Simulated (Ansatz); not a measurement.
# GeH₄+ (doublet): wave-function methods side by side at scale of all distances = 1.508, 6-31G

How much of the correlation energy of GeH₄+ (doublet) does each wave-function method recover here?

Program: Ansatz 0.2.0, Gaussian basis. Level of theory: 6-31G, core rule «outside noble gas», up to 14 orbitals frozen. These are calculated values, not measurements.

The runs, in order: UHF; CCSD(T) on ROHF; CCSD(T) on UHF; BCCD(T) on ROHF; CISD; CCSDT(Q) on ROHF; CCSDT(Q) on UHF; CASSCF and MRCISD+Q, 3 electrons in 3 orbitals; CASSCF and NEVPT2, 3 electrons in 3 orbitals; CASSCF and MRCISD+Q, 7 electrons in 8 orbitals; CASSCF and NEVPT2, 7 electrons in 8 orbitals; Full CI.

13 further runs of the same task are left out: 10 that didn't finish, 3 set aside as unsound or not needed.

## Step 1: What is computed

The geometry derives from a PBE0/def2-TZVP stationary point (not a proven minimum). All distances are scaled together. No spin-orbit coupling is included. The filled d shell of Ge may be among the frozen orbitals whatever the setting's name suggests; the logs give the count.

5 atoms, charge 1, spin multiplicity 2.

Atoms are counted from 1 here; the program's logs count them from 0.

No contacts short enough for the rule that draws bonds.

As a file:

```tsv
atom	x (Å)	y (Å)	z (Å)
Ge1	0.0000	0.0000	0.0000
H2	0.8464	1.5592	1.5571
H3	-0.8594	-1.5528	1.5565
H4	-0.8433	1.5545	-1.5635
H5	0.8562	-1.5609	-1.5501
```

## Step 2: UHF

The input, in.yaml:

```yaml
crystal:
  periodic: [false, false, false]
  atoms:
    - {symbol: Ge, position_ang: [0.000000, 0.000000, 0.000000]}
    - {symbol: H, position_ang: [0.846445, 1.559159, 1.557147]}
    - {symbol: H, position_ang: [-0.859353, -1.552772, 1.556459]}
    - {symbol: H, position_ang: [-0.843309, 1.554473, -1.563521]}
    - {symbol: H, position_ang: [0.856217, -1.560860, -1.550085]}
basis:
  gaussian: {orbitals: 6-31G}
total_charge: 1
magnetization: {spin_polarized: true, initial_magnetization: 1}
hamiltonian: {xc: hf}
output: {orbitals: {seedname: orbitals}}
```

Run with:

```sh
ansatz run in.yaml --threads 1 --pin off --events-out ev --progress --plain --max-ram 2393MiB
```

The runs that follow: CCSD(T) on ROHF; CCSD(T) on UHF; BCCD(T) on ROHF; CISD; CCSDT(Q) on ROHF; CCSDT(Q) on UHF; CASSCF and MRCISD+Q, 3 electrons in 3 orbitals; CASSCF and NEVPT2, 3 electrons in 3 orbitals; CASSCF and MRCISD+Q, 7 electrons in 8 orbitals; CASSCF and NEVPT2, 7 electrons in 8 orbitals; Full CI.

Before running them: what should the planned runs give, taken together? Wanted: FCI below the RHF energy; RMP2 from FCI; UMP2 from FCI; RCCSD from FCI; RCCSD(T) from FCI; UCCSD(T) from FCI; RCCSDT(Q) from FCI; UCCSDT(Q) from FCI; NEVPT2 pair from FCI.

As calculated:

| quantity | value |
| --- | --- |
| FCI below the RHF energy | -4.8425 eV |
| RMP2 from FCI | +2518.5 meV |
| UMP2 from FCI | +1591.7 meV |
| RCCSD from FCI | +536.8 meV |
| RCCSD(T) from FCI | +142.6 meV |
| UCCSD(T) from FCI | +341.5 meV |
| RCCSDT(Q) from FCI | +8.0 meV |
| UCCSDT(Q) from FCI | +43.0 meV |
| NEVPT2 pair from FCI | +1554.1 meV |
| MRCISD+Q pair from FCI | +171.4 meV |
| NEVPT2 valence from FCI | +70.9 meV |
| levels within 1 kcal/mol (43 meV) | RCCSDT(Q), UCCSDT(Q), MRCISD valence, MRCISD+Q valence |
| T1 diagnostic | 0.065 |
| effectively unpaired electrons | 2.41 |

What this shows: RCCSD(T) misses by +142.6 meV, 2.9 % of the correlation energy. CCSD(T) misses by +142.6 meV on the restricted determinant and by +341.5 meV on the unrestricted one; the two need not hold the same state or core. The occupations show strong static correlation (2.4 unpaired electrons where one determinant has 1). Of the multireference levels listed MRCISD+Q valence comes nearest in total energy (+3.2 meV), which doesn't show that its space is the better one. Coupled cluster took another determinant than the lowest Hartree-Fock one. These misses are within one basis, not against nature; the frozen cores of restricted and unrestricted runs differ, which can shift their rows.
